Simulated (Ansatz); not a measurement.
# ClF₂H₃O₃W: a ladder of functionals and wavefunction methods

An exercise on one series of results from a longer session: the logs are not shown, and one member is left open.

Method: functionals in def2-TZVPP, the program's frozen cores in correlated methods; program: Ansatz 0.2.0, Gaussian basis.

Plan: LDA (SPW92), PBE-D4, revPBE-D4, BLYP-D4, r2SCAN-D4, B97M-V, PBE0-D4, B3LYP-D4, r2SCANh-D4, r2SCAN0-D4, HSE06-D4, BHLYP-D4, CAM-B3LYP-D4, LC-ωPBE, ωB97X-V, ωB97M-V, B2PLYP, PBE-QIDH; CCSD(T)/def2-SVP; CCSD(T)/def2-TZVPP; MP2/def2-QZVPP; extrapolation to the limit; RPA on PBE.

1 further run of the same task is left out (for a known fault of the program).

**The geometry**

The geometry comes from an earlier relaxation with PBE0-D4 in a triple-zeta def2 set; it is a stationary point, not always the lowest conformer. W takes the def2 core potential; no spin-orbit term is included.

SMILES `[OH][W]([OH])([OH])([F])([F])[Cl]`, 10 atoms, charge 0, spin multiplicity 1.

Atoms are counted from 1 here; the program's logs count them from 0.

Bond lengths: O1–W2 1.861 Å, O1–H8 0.962 Å, W2–O3 1.871 Å, W2–O4 1.858 Å, W2–F5 1.874 Å, W2–F6 1.878 Å, W2–Cl7 2.344 Å, O3–H9 0.963 Å, O4–H10 0.960 Å. Angles: W2–O1–H8 125.3°, O1–W2–O3 91.8°, O1–W2–O4 92.6°, O1–W2–F5 84.6°, O1–W2–F6 168.6°, O1–W2–Cl7 98.2°, O3–W2–O4 93.2°, O3–W2–F5 97.4°, O3–W2–F6 83.2°, O3–W2–Cl7 169.9°, O4–W2–F5 169.2°, O4–W2–F6 97.9°, O4–W2–Cl7 85.0°, F5–W2–F6 85.8°, F5–W2–Cl7 85.0°, F6–W2–Cl7 87.2°, W2–O3–H9 121.3°, W2–O4–H10 128.0°.

Set-up of the first run:

The input, in.yaml:

```yaml
crystal:
  periodic: [false, false, false]
  atoms:
    - {symbol: O, position_ang: [-0.801884, -1.457941, -0.558286]}
    - {symbol: W, position_ang: [-0.096573, 0.149570, 0.059285]}
    - {symbol: O, position_ang: [0.892927, -0.724376, 1.385478]}
    - {symbol: O, position_ang: [1.302982, 0.102103, -1.161118]}
    - {symbol: F, position_ang: [-1.705041, 0.287281, 1.010820]}
    - {symbol: F, position_ang: [0.428874, 1.690665, 0.995587]}
    - {symbol: Cl, position_ang: [-1.124665, 1.581339, -1.486569]}
    - {symbol: H, position_ang: [-1.613262, -1.866094, -0.242657]}
    - {symbol: H, position_ang: [1.390588, -0.231108, 2.045902]}
    - {symbol: H, position_ang: [1.326065, 0.468550, -2.048443]}
basis:
  gaussian: {orbitals: def2-TZVPP}
hamiltonian: {xc: lda}
output: {orbitals: {seedname: orbitals}}
```

Launch:

```bash
> ansatz run in.yaml --threads 2 --pin off --events-out ev --progress --plain --max-ram 32768MiB --backend cpu
```

Among the steps run: LDA; PBE-D4 (GGA); revPBE-D4 (GGA); BLYP-D4 (GGA); r2SCAN-D4 (meta-GGA); B97M-V (meta-GGA); B3LYP-D4 (hybrid); r2SCANh-D4 (hybrid); r2SCAN0-D4 (hybrid); HSE06-D4 (hybrid); BHLYP-D4 (hybrid); CAM-B3LYP-D4 (range-separated); LC-ωPBE (range-separated); ωB97X-V (range-separated); ωB97M-V (range-separated); B2PLYP (double hybrid); PBE-QIDH (double hybrid).

One of the session's tables, all rows but one given; the rest of the session is left out.

It belongs to the step «Orbital energies across the functionals». 

| functional | HOMO (eV) | LUMO (eV) | gap (eV) |
| --- | --- | --- | --- |
| LDA (SPW92) | -7.59 | -4.22 | 3.38 |
| PBE-D4 | -7.40 | -4.00 | 3.40 |
| revPBE-D4 | -7.32 | -3.91 | 3.42 |
| BLYP-D4 | -7.26 | -3.92 | 3.34 |
| r2SCAN-D4 | -7.79 | -4.04 | 3.75 |
| B97M-V | -7.88 | -4.02 | 3.86 |
| PBE0-D4 | -8.90 | -3.41 | 5.49 |
| B3LYP-D4 | -8.62 | -3.63 | 4.99 |
| r2SCANh-D4 | -8.34 | -3.80 | 4.54 |
| r2SCAN0-D4 | -9.16 | -3.42 | 5.74 |
| HSE06-D4 | -8.49 | -3.78 | 4.71 |
| BHLYP-D4 | -10.27 | -2.66 | 7.61 |
| CAM-B3LYP-D4 | ? | ? | ? |
| LC-ωPBE | -11.68 | -1.23 | 10.45 |
| ωB97X-V | -11.31 | -1.31 | 10.00 |
| ωB97M-V | -11.17 | -1.33 | 9.84 |

**Question.** Estimate the row for CAM-B3LYP-D4.

**Answer.** HOMO (eV): -10.29; LUMO (eV): -2.39; gap (eV): 7.90. In the column «HOMO (eV)» it lies between ωB97M-V (-11.17) and BHLYP-D4 (-10.27).
